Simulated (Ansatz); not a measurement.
**C5H3NO: a ladder of functionals and wavefunction methods**

How much do the methods differ for C5H3NO? The plan is to run it at one geometry with functionals of several rungs and with coupled cluster. The yardstick is the atomisation energy at the CCSD(T) limit.

Method: functionals in def2-TZVPP, the program's frozen cores in correlated methods; program: Ansatz 0.2.0, Gaussian basis.

Plan: LDA (SPW92), PBE-D4, revPBE-D4, BLYP-D4, r2SCAN-D4, B97M-V, PBE0-D4, B3LYP-D4, r2SCANh-D4, r2SCAN0-D4, HSE06-D4, BHLYP-D4, CAM-B3LYP-D4, LC-ωPBE, ωB97X-V, ωB97M-V, B2PLYP, PBE-QIDH; CCSD(T)/def2-SVP; CCSD(T)/def2-TZVPP; MP2/def2-QZVPP; extrapolation to the limit; RPA on PBE.

### 1 The geometry

The geometry comes from an earlier relaxation with PBE0-D4 in a triple-zeta def2 set; it is a stationary point, not always the lowest conformer.

SMILES `N#Cc1ccco1`, 10 atoms, charge 0, spin multiplicity 1.

Atoms are counted from 1 here; the program's logs count them from 0.

Bond lengths: N1–C2 1.152 Å, C2–C3 1.409 Å, C3–C4 1.361 Å, C3–O7 1.357 Å, C4–C5 1.418 Å, C4–H8 1.078 Å, C5–C6 1.357 Å, C5–H9 1.078 Å, C6–O7 1.344 Å, C6–H10 1.078 Å. Angles: N1–C2–C3 178.7°, C2–C3–C4 131.7°, C2–C3–O7 117.9°, C4–C3–O7 110.4°, C3–C4–C5 105.9°, C3–C4–H8 125.9°, C5–C4–H8 128.2°, C4–C5–C6 106.0°, C4–C5–H9 127.4°, C6–C5–H9 126.6°, C5–C6–O7 111.0°, C5–C6–H10 133.1°, O7–C6–H10 115.8°, C3–O7–C6 106.6°.

### 2 LDA

This LDA is Slater exchange with PW92 correlation.

The input, in.yaml:

```yaml
crystal:
  periodic: [false, false, false]
  atoms:
    - {symbol: N, position_ang: [1.134802, -3.119073, 0.645241]}
    - {symbol: C, position_ang: [0.782152, -2.045001, 0.421845]}
    - {symbol: C, position_ang: [0.319564, -0.741589, 0.151657]}
    - {symbol: C, position_ang: [-0.937912, -0.225743, 0.073717]}
    - {symbol: C, position_ang: [-0.775502, 1.150137, -0.229270]}
    - {symbol: C, position_ang: [0.562562, 1.359871, -0.310537]}
    - {symbol: O, position_ang: [1.243261, 0.223938, -0.082685]}
    - {symbol: H, position_ang: [-1.855732, -0.772420, 0.217017]}
    - {symbol: H, position_ang: [-1.550426, 1.886168, -0.368137]}
    - {symbol: H, position_ang: [1.160532, 2.232412, -0.515846]}
basis:
  gaussian: {orbitals: def2-TZVPP}
hamiltonian: {xc: lda}
output: {orbitals: {seedname: orbitals}}
```

The runs that follow: PBE-D4 (GGA); revPBE-D4 (GGA); BLYP-D4 (GGA); r2SCAN-D4 (meta-GGA); B97M-V (meta-GGA); PBE0-D4 (hybrid); B3LYP-D4 (hybrid); r2SCANh-D4 (hybrid); r2SCAN0-D4 (hybrid); HSE06-D4 (hybrid); BHLYP-D4 (hybrid); CAM-B3LYP-D4 (range-separated); LC-ωPBE-D4 (range-separated); ωB97X-V (range-separated); ωB97M-V (range-separated); B2PLYP (double hybrid); PBE-QIDH (double hybrid); CCSD(T) in def2-SVP; CCSD(T) in def2-TZVPP; MP2 in def2-QZVPP; RPA on PBE orbitals.

**Question.** What will the summary of the whole plan be? Wanted: atomisation energy, CCSD(T)/CBS; farthest beyond LDA; mean size of error, GGA; mean size of error, meta-GGA; mean size of error, hybrid; mean size of error, range-separated; mean size of error, double hybrid; gap, smallest and largest; T1 diagnostic.

The runs gave:

| quantity | value |
| --- | --- |
| atomisation energy, CCSD(T)/CBS | 4959.8 kJ/mol |
| functionals within 24.8 kJ/mol (0.5 %) | r2SCANh-D4, B2PLYP |
| farthest beyond LDA | PBE-D4 (+291.1 kJ/mol) |
| mean size of error, GGA | 168.7 kJ/mol |
| mean size of error, meta-GGA | 49.8 kJ/mol |
| mean size of error, hybrid | 92.8 kJ/mol |
| mean size of error, range-separated | 41.4 kJ/mol |
| mean size of error, double hybrid | 15.9 kJ/mol |
| gap, smallest and largest | 4.08 eV (BLYP-D4), 10.71 eV (LC-ωPBE) |
| T1 diagnostic | 0.0144 |
| triples share of the correlation energy | 5.1 % |

What this shows: LDA overbinds by 947.5 kJ/mol (19 %). PBE-D4 is off by +291.1 kJ/mol. Double hybrids carry the basis error of their MP2 part in triple zeta, and no dispersion term here, so their miss is partly the set-up's. By mean error the best rung here is double hybrid (15.9 kJ/mol) and the worst beyond LDA is GGA (168.7 kJ/mol). Misses under about 24.8 kJ/mol are within the doubt on the reference itself, which lacks core-valence correlation, relativity and higher excitations. Hartree-Fock recovers 69 % of the binding; the rest is correlation. CCSD(T) in def2-SVP is off by -201.4 kJ/mol, which most functionals beat. The gap grows from 4.1 to 10.7 eV across the functionals, mostly with the share of exact exchange. The restricted reference is unstable towards a spin-broken one.
